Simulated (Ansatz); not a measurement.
# F₂H₃NOSi: one species, many methods

One table from this session's results is given with a row withheld; the runs are named, their logs left out.

Program: Ansatz 0.2.0, Gaussian basis. Level of theory: functionals in def2-TZVPP, the program's frozen cores in correlated methods. These are calculated values, not measurements.

Levels to be run: LDA (SPW92), PBE-D4, revPBE-D4, BLYP-D4, r2SCAN-D4, B97M-V, PBE0-D4, B3LYP-D4, r2SCANh-D4, r2SCAN0-D4, HSE06-D4, BHLYP-D4, CAM-B3LYP-D4, LC-ωPBE, ωB97X-V, ωB97M-V, B2PLYP, PBE-QIDH; CCSD(T)/def2-SVP; CCSD(T)/def2-TZVPP; MP2/def2-QZVPP; extrapolation to the limit; RPA on PBE.

## The relaxed structure

The geometry comes from an earlier relaxation with PBE0-D4 in a triple-zeta def2 set; it is a stationary point, not always the lowest conformer.

SMILES `N[Si](O)(F)F`, 8 atoms, charge 0, spin multiplicity 1.

Atoms are counted from 1 here; the program's logs count them from 0.

Bond lengths: N1–Si2 1.686 Å, N1–H6 1.006 Å, N1–H7 1.006 Å, Si2–O3 1.619 Å, Si2–F4 1.581 Å, Si2–F5 1.584 Å, O3–H8 0.958 Å. Angles: Si2–N1–H6 121.2°, Si2–N1–H7 120.5°, H6–N1–H7 111.9°, N1–Si2–O3 112.4°, N1–Si2–F4 115.5°, N1–Si2–F5 106.2°, O3–Si2–F4 104.1°, O3–Si2–F5 112.9°, F4–Si2–F5 105.9°, Si2–O3–H8 117.2°.

The first run:

in.yaml reads:

```yaml
crystal:
  periodic: [false, false, false]
  atoms:
    - {symbol: N, position_ang: [-0.442338, 1.046823, 0.335441]}
    - {symbol: Si, position_ang: [0.149747, -0.326185, -0.442813]}
    - {symbol: O, position_ang: [0.387314, -1.558925, 0.578905]}
    - {symbol: F, position_ang: [-0.787632, -0.930366, -1.563318]}
    - {symbol: F, position_ang: [1.475467, 0.124103, -1.183053]}
    - {symbol: H, position_ang: [-1.266006, 1.005442, 0.911870]}
    - {symbol: H, position_ang: [-0.311688, 1.959356, -0.068315]}
    - {symbol: H, position_ang: [0.887338, -1.377247, 1.375484]}
basis:
  gaussian: {orbitals: def2-TZVPP}
hamiltonian: {xc: lda}
output: {orbitals: {seedname: orbitals}}
```

Steps of the session up to this table: LDA; PBE-D4 (GGA); revPBE-D4 (GGA); BLYP-D4 (GGA); r2SCAN-D4 (meta-GGA); B97M-V (meta-GGA); PBE0-D4 (hybrid); B3LYP-D4 (hybrid); r2SCANh-D4 (hybrid); r2SCAN0-D4 (hybrid); HSE06-D4 (hybrid); BHLYP-D4 (hybrid); CAM-B3LYP-D4 (range-separated); LC-ωPBE-D4 (range-separated; the results give it without D4); ωB97X-V (range-separated); ωB97M-V (range-separated); B2PLYP (double hybrid); PBE-QIDH (double hybrid).

One table of the session follows, with a row left open; its other results are not shown here.

It belongs to the step «Orbital energies across the functionals». 

```
  functional  HOMO (eV)  LUMO (eV)  gap (eV)
 LDA (SPW92)      -7.00      -0.59      6.41
      PBE-D4      -6.80      -0.44      6.36
   revPBE-D4      -6.72      -0.36      6.36
     BLYP-D4      -6.68      -0.50      6.18
   r2SCAN-D4      -7.15       0.29      7.44
      B97M-V      -7.22      -0.18      7.04
     PBE0-D4      -8.37       0.43      8.80
    B3LYP-D4      -8.11       0.03      8.14
  r2SCANh-D4          ?          ?         ?
  r2SCAN0-D4      -8.62       0.91      9.53
    HSE06-D4      -7.96       0.06      8.02
    BHLYP-D4      -9.85       1.03     10.88
CAM-B3LYP-D4      -9.88       1.17     11.04
     LC-ωPBE     -11.33       2.56     13.89
     ωB97X-V     -10.91       2.34     13.25
     ωB97M-V     -10.81       1.87     12.67
```

Estimate the missing values for r2SCANh-D4.

Worked estimate for «HOMO (eV)». Against the share of exact exchange, r2SCAN-D4 (0, -7.15), r2SCAN0-D4 (0.25, -8.62) give a slope of -5.88 per unit share; at 0.1 the line stands at -7.74.

**Answer.** HOMO (eV): -7.73; LUMO (eV): 0.55; gap (eV): 8.28. In «HOMO (eV)» the line misses by -0.01.
